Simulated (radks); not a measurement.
# Nuclear size and the levels of Ag⁴⁺

Aim: how the total energy, the levels and the density at the nucleus of Ag⁴⁺ respond when the nuclear radius is scaled.

Program: radks (a radial shooting solver on a logarithmic mesh, Libxc functionals) version 1. Level of theory: Dirac Kohn-Sham, BLYP, spin-unpolarised, spherical densities, finite nucleus; open shells are shared between the two j in proportion to 2j + 1. These are calculated values, not measurements, unless marked.

## 1. What is computed

| Quantity | Value |
| --- | --- |
| element | silver (Z = 47) |
| charge | +4 |
| electrons | 43 |
| configuration | [Kr] 4d7 |
| nuclear rms radius | 4.5454 fm |

Outer shells as boxes (Hund's rule):

Ag⁴⁺
```
[Kr] core
4d [↑↓][↑↓][↑ ][↑ ][↑ ]
```

## 2. rms radius 4.5454 fm

Input:

```text
Z 47
configuration [Kr] 4d7 5s0 5p0
relativity Dirac
functional b88,lyp
spin unpolarised
j_filling average
nucleus finite rms 4.5454 fm
c 137.035999084
```

## 3. rms radius 3.9136 fm

Changes since step 2:

```diff
@@ -6,3 +6,3 @@
 j_filling average
-nucleus finite rms 4.5454 fm
+nucleus finite rms 3.9136 fm
 c 137.035999084
```

## 4. rms radius 4.2999 fm

Changes since step 3:

```diff
@@ -6,3 +6,3 @@
 j_filling average
-nucleus finite rms 3.9136 fm
+nucleus finite rms 4.2999 fm
 c 137.035999084
```

## 5. rms radius 4.8227 fm

Changes since step 4:

```diff
@@ -6,3 +6,3 @@
 j_filling average
-nucleus finite rms 4.2999 fm
+nucleus finite rms 4.8227 fm
 c 137.035999084
```

## 6. rms radius 5.4545 fm

Changes since step 5:

```diff
@@ -6,3 +6,3 @@
 j_filling average
-nucleus finite rms 4.8227 fm
+nucleus finite rms 5.4545 fm
 c 137.035999084
```

What does the calculation give? Wanted: for each run, rms radius; total energy shift; density at nucleus; 1s1/2 shift; 2s1/2 shift; 4s1/2 shift; 4p1/2 shift; 5s1/2 shift.

The runs gave:

```csv
rms radius (fm),total energy shift (eV),density at nucleus (e/bohr³),1s1/2 shift (meV),2s1/2 shift (meV),4s1/2 shift (meV),4p1/2 shift (meV),5s1/2 shift (meV)
3.9136,-0.732,1.488e+05,-308,-34.4,-1.25,0.0625,-0.213
4.2999,-0.296,1.469e+05,-124,-13.9,-0.504,0.0253,-0.0859
4.5454,0,1.458e+05,0,0,0,0,0
4.8227,0.351,1.446e+05,148,16.5,0.598,-0.0300,0.102
5.4545,1.22,1.422e+05,513,57.3,2.07,-0.104,0.354
```

What this shows: Shifts are against the first run. Over the range the 1s1/2 level moves by 0.821 eV and the 5s1/2 level by 0.566 meV. A larger nucleus binds the 1s electrons less and lowers the density at its centre. These are shifts of eigenvalues, not the field shifts of spectral lines.
